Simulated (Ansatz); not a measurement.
# TiNi: properties at the relaxed cell

Program: Ansatz 0.2.0. Level of theory: DFT r2SCAN, scalar-relativistic, plane waves, PAW. These are calculated values, not measurements.

### 1 Starting point

The structure is cubic, space group Pm-3m (No. 221). The conventional cell has a = 2.989 Å, b = 2.989 Å, c = 2.989 Å, α = 90.00°, β = 90.00°, γ = 90.00°. Ti (site symmetry m-3m) has 8 Ni at 2.59 Å as nearest neighbours. Ni (site symmetry m-3m) has 8 Ti at 2.59 Å as nearest neighbours.

Coordinates:

```xyz
2
Lattice="2.9886 0.0000 0.0000 0.0000 2.9886 0.0000 0.0000 0.0000 2.9886" Properties=species:S:1:pos:R:3 pbc="T T T"
Ti    1.4943    1.4943    1.4943
Ni    0.0000    0.0000    0.0000
```

It goes back to a database entry, which need not be the stable form.

This cell was relaxed beforehand with the same method: volume 13.35 Å³/atom, gap on the mesh none (metal).

### 2 Bands, states and charges

Input file input.yaml:

```yaml
crystal:
  lattice:
    - [2.9885839697, 0.0, 0.0]
    - [0.0, 2.9885839697, 0.0]
    - [0.0, 0.0, 2.9885839697]
  atoms:
    - { symbol: Ti, position: [0.5, 0.5, 0.5] }
    - { symbol: Ni, position: [0.0, 0.0, 0.0] }
basis:
  ecutwfc: 500
kpoints:
  mp_grid: { grid: [14, 14, 14] }
  band_path:
    path:
      - [[0.0, 0.0, 0.0], [0.0, 0.5, 0.0], [0.5, 0.5, 0.0], [0.0, 0.0, 0.0], [0.5, 0.5, 0.5], [0.0, 0.5, 0.0]]
      - [[0.5, 0.5, 0.5], [0.5, 0.5, 0.0]]
    npoints: 14
hamiltonian:
  xc: r2scan
scf:
  occupations: { method: gaussian, width: 0.1 }
  n_extra_bands: 6
output:
  forces: true
  stress: true
  eigenvalues: true
  populations: true
  dos: { projected: true, de: 0.02, nscf_kmesh: { grid: [21, 21, 21] } }
  bader: true
  write_density: true
  write_potential: true
  elf: true
  volumetric_format: npy
checkpoint:
  read: start.run
  write: ck
  compress: false
  write_wavefunctions: false
  write_every: 100000
```

The run is started by

```bash
$ ansatz run input.yaml --threads 2 --pin off --max-ram 5120MiB --backend cpu --events-out ev --progress --plain --runs-dir out
```

Q: Estimate wall time and peak memory on 2 threads of an Arm CPU, shared host.

About 13 s, with a peak of 0.43 GiB.
